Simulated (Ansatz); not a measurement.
# C₂H₇FOSi: how energies converge with the basis set

How large a basis does C₂H₇FOSi need? Two functionals are run in growing sets.

Method: one geometry, several basis sets; program: Ansatz 0.2.0, Gaussian basis.

The runs, in order: PBE0-D4/def2-SVP; ωB97M-V/def2-SVP; PBE0-D4/def2-QZVPP; ωB97M-V/def2-QZVPP; the functionals' def2-TZVPP values are taken from earlier runs.

## Step 1: The relaxed structure

All runs share one geometry, relaxed beforehand with PBE0-D4 in a triple-zeta def2 set.

SMILES `C[SiH2]OCF`, 12 atoms, charge 0, spin multiplicity 1.

Atoms are counted from 1 here; the program's logs count them from 0.

Bond lengths: C1–Si2 1.856 Å, C1–H6 1.092 Å, C1–H7 1.094 Å, C1–H8 1.092 Å, Si2–O3 1.665 Å, Si2–H9 1.491 Å, Si2–H10 1.483 Å, O3–C4 1.366 Å, C4–F5 1.383 Å, C4–H11 1.098 Å, C4–H12 1.093 Å. Angles: Si2–C1–H6 110.8°, Si2–C1–H7 110.3°, Si2–C1–H8 110.6°, H6–C1–H7 108.2°, H6–C1–H8 108.3°, H7–C1–H8 108.5°, C1–Si2–O3 112.1°, C1–Si2–H9 110.7°, C1–Si2–H10 111.3°, O3–Si2–H9 107.6°, O3–Si2–H10 104.8°, H9–Si2–H10 110.0°, Si2–O3–C4 124.0°, O3–C4–F5 110.6°, O3–C4–H11 112.1°, O3–C4–H12 109.0°, F5–C4–H11 106.3°, F5–C4–H12 107.3° and more.

## Step 2: PBE0-D4 in def2-SVP

in.yaml

```yaml
crystal:
  periodic: [false, false, false]
  atoms:
    - {symbol: C, position_ang: [-1.281233, 0.479385, 1.179615]}
    - {symbol: Si, position_ang: [0.368913, -0.320208, 0.895422]}
    - {symbol: O, position_ang: [1.152659, 0.312876, -0.430723]}
    - {symbol: C, position_ang: [0.926680, -0.091914, -1.715425]}
    - {symbol: F, position_ang: [-0.354068, 0.244864, -2.114275]}
    - {symbol: H, position_ang: [-1.170994, 1.557847, 1.313761]}
    - {symbol: H, position_ang: [-1.752246, 0.070002, 2.077620]}
    - {symbol: H, position_ang: [-1.944593, 0.305482, 0.330015]}
    - {symbol: H, position_ang: [0.213552, -1.786354, 0.670783]}
    - {symbol: H, position_ang: [1.289200, -0.075084, 2.032115]}
    - {symbol: H, position_ang: [1.008317, -1.180824, -1.825780]}
    - {symbol: H, position_ang: [1.620814, 0.428831, -2.379229]}
basis:
  gaussian: {orbitals: def2-SVP}
hamiltonian: {xc: pbe0, dispersion: d4}
output: {orbitals: {seedname: orbitals}}
```

The run is started by

```console
ansatz run in.yaml --threads 4 --pin off --events-out ev --progress --plain --max-ram 10444MiB
```

The runs that follow: ωB97M-V in def2-SVP; PBE0-D4 in def2-QZVPP; ωB97M-V in def2-QZVPP.

**Question.** What will the summary of the whole plan be? Wanted: PBE0-D4: double and triple zeta above quadruple; ωB97M-V: double and triple zeta above quadruple.

The runs gave:

```
                                       quantity           value
PBE0-D4: double and triple zeta above quadruple  11.82, 0.66 eV
ωB97M-V: double and triple zeta above quadruple  12.08, 0.62 eV
```

**Reading.** For PBE0-D4 the step from double to triple zeta gains 11.16 eV and the next only 0.66 eV. These are total energies; as a rule much of such shifts cancels in differences, which this series doesn't test. The LUMO of ωB97M-V is positive and keeps falling with the basis (3.17 to 1.69 eV): an unbound level that the basis holds in place.
